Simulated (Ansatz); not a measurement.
**Ge₂H (quartet): wave-function methods side by side at a displaced geometry (v2), cc-pVDZ**

An exercise on one series of results from a longer session: the logs are not shown, and one member is left open.

Method: cc-pVDZ, core rule «outside noble gas», up to 28 orbitals frozen; program: Ansatz 0.2.0, Gaussian basis.

The runs, in order: UHF; CCSD(T) on ROHF; CCSD(T) on UHF; BCCD(T) on ROHF; CISD; CCSDT(Q) on ROHF; CCSDT(Q) on UHF; CASSCF and MRCISD+Q, 9 electrons in 9 orbitals; CASSCF and NEVPT2, 9 electrons in 9 orbitals.

23 further runs of the same task are left out: 10 that didn't finish, 13 set aside as unsound or not needed.

### What is computed

The geometry is a PBE0/def2-TZVP stationary point (not a proven minimum) with its atoms shifted at random (size 0.100 Å). No spin-orbit coupling is included. The filled d shell of Ge may be among the frozen orbitals whatever the setting's name suggests; the logs give the count.

3 atoms, charge 0, spin multiplicity 4.

Atoms are counted from 1 here; the program's logs count them from 0.

Bond lengths: Ge1–Ge2 2.457 Å, Ge1–H3 1.573 Å. Angles: Ge2–Ge1–H3 106.9°.

The first run:

File in.yaml:

```yaml
crystal:
  periodic: [false, false, false]
  atoms:
    - {symbol: Ge, position_ang: [0.084376, -0.519575, 0.647162]}
    - {symbol: Ge, position_ang: [-0.080498, -0.447034, -1.803518]}
    - {symbol: H, position_ang: [-0.003878, 0.966609, 1.156356]}
basis:
  gaussian: {orbitals: cc-pVDZ}
magnetization: {spin_polarized: true, initial_magnetization: 3}
hamiltonian: {xc: hf}
output: {orbitals: {seedname: orbitals}}
```

On the command line:

```bash
ansatz run in.yaml --threads 1 --pin off --events-out ev --progress --plain --max-ram 2393MiB
```

Steps of the session up to this table: UHF; CCSD(T) on ROHF; CCSD(T) on UHF; BCCD(T) on ROHF; CISD; CCSDT(Q) on ROHF; CCSDT(Q) on UHF; CASSCF and MRCISD+Q, 9 electrons in 9 orbitals; CASSCF and NEVPT2, 9 electrons in 9 orbitals.

One of the session's tables, all rows but one given; the rest of the session is left out.

It belongs to the step «Misses and costs». 

| method | from UCCSDT(Q) (kJ/mol) |
| --- | --- |
| ROHF | +446.0 |
| UHF | +431.0 |
| RMP2 | +103.4 |
| UMP2 | +107.0 |
| CISD | +47.3 |
| RCCSD | +22.4 |
| UCCSD | +20.7 |
| RCCSD(T) | +6.2 |
| UCCSD(T) | +5.1 |
| BCCD(T) | +6.1 |
| RCCSDT | ? |
| UCCSDT | +1.0 |
| RCCSDT(Q) | +1.2 |
| UCCSDT(Q) | 0 |
| CASSCF valence | +295.8 |
| NEVPT2 valence | +72.4 |
| MRCISD valence | +21.2 |
| MRCISD+Q valence | +0.7 |

Estimate the missing values for RCCSDT.

As computed: from UCCSDT(Q) (kJ/mol): +2.3. In the column «from UCCSDT(Q) (kJ/mol)» it lies between RCCSDT(Q) (+1.2) and UCCSD(T) (+5.1).

Limits of these values: Restricted and unrestricted rows rest on different reference determinants; where their highest levels disagree by more than a few hundredths of an eV, they describe different states and don't form one ladder.
